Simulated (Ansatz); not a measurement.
Predict the output of the script below (Ansatz's Python interface).

`bend.py`
```python
import warnings

import ansatz
from ase import Atoms

warnings.simplefilter('ignore', ansatz.DeckWarning)

atoms = Atoms(['C', 'Al', 'Se', 'Se', 'H', 'H', 'H', 'H', 'H'], positions=[
    (0.2065, 1.1151, -1.0061),
    (-0.158, -0.5726, -0.085),
    (1.6348, -2.0953, 0.2398),
    (-2.2742, -1.1065, 0.7197),
    (-0.4759, 1.2023, -1.9431),
    (-0.1007, 2.0135, -0.3395),
    (1.2527, 1.2369, -1.3049),
    (2.0318, -1.4109, 1.5912),
    (-2.0285, -0.4289, 2.1107),
])

first = ansatz.Crystal.molecule_from_ase(atoms).calculation()
first = first.basis(gaussian='def2-SVP')
first = first.functional('r2scan0')
first = first.relax(force_tolerance=0.02, max_steps=80)
atoms.positions = first.run(threads=1, pin='off').report['positions_ang']

rows = []
for angle in [85, 95, 105, 115, 125, 140, 160]:
    bent = atoms.copy()
    bent.set_angle(1, 2, 7, angle, indices=[7])
    base = (
        ansatz.Crystal.molecule_from_ase(bent).calculation()
        .basis(gaussian='def2-SVP')
        .functional('r2scan0')
    )
    rows.append((angle, base.run(threads=1, pin='off').report['free_energy_ev']))
floor = min(e for _, e in rows)
for angle, e in rows:
    print(f'angle Al1-Se2-H7 = {angle:3d} deg   {1000 * (e - floor):9.1f} meV')
```

`python bend.py` gives:
```text
angle Al1-Se2-H7 =  85 deg        16.3 meV
angle Al1-Se2-H7 =  95 deg         0.0 meV
angle Al1-Se2-H7 = 105 deg        64.2 meV
angle Al1-Se2-H7 = 115 deg       203.6 meV
angle Al1-Se2-H7 = 125 deg       407.5 meV
angle Al1-Se2-H7 = 140 deg       794.1 meV
angle Al1-Se2-H7 = 160 deg      1306.7 meV
```

The scan is rigid, and the energies are electronic, in a modest basis. The zero is the lowest point of the grid, which needn't be the minimum. Hardware and time: 4.5 min on 1 thread of Arm Neoverse V2, with other jobs on the host, peak memory 0.42 GiB.
